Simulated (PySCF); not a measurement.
# C2H6BFO: the cost of one run

Computed with PySCF 2.14.0, with density-fitted response routines of our own, on a single molecule in the gas phase. Atoms count from 0, in the outputs and in this text.

**1. The molecule as given**

11 atoms, charge 0, multiplicity 1; geometry from: GFN2-xTB. The atoms were then displaced at random by about 0.01 Å, so the start is not that level's minimum.

Bonds of the start (Å): C0–O1 1.38, O1–C2 1.41, C2–B3 1.64, B3–F4 1.30, C0–H5 1.11, C0–H6 1.11, C0–H7 1.07, C2–H8 1.07, C2–H9 1.11, B3–H10 1.16.

**2. Geometry optimisation at PBE0-D3(BJ)/def2-SVP**

What the job is given:

```
{"job": {"xc": "PBE0", "basis": "def2-SVP", "d3": "d3bj", "grid": 1, "shake": 0.01, "kind": "geom"}, "charge": 0, "multiplicity": 1}
C     -1.700230     0.309340     0.218630
O     -0.359350     0.621050     0.353050
C      0.461360    -0.303180    -0.320440
B      2.055060     0.034860    -0.167300
F      2.870330    -0.786570    -0.759880
H     -2.036730     0.379540    -0.839670
H     -2.250150     1.090090     0.780100
H     -1.945930    -0.653690     0.608060
H      0.211480    -0.335930    -1.363870
H      0.282670    -1.321850     0.080160
H      2.449610     0.940510     0.435430
```

The run is started by

```console
> OMP_NUM_THREADS=1 python probes_run.py task.json out
```

The driver reads the jobs from task.json and runs them one after another.

Q: Estimate the wall time and peak memory of this first job on 1 thread of Arm Neoverse V1, shared host.

About 40 s, with a peak of 0.4 GiB.
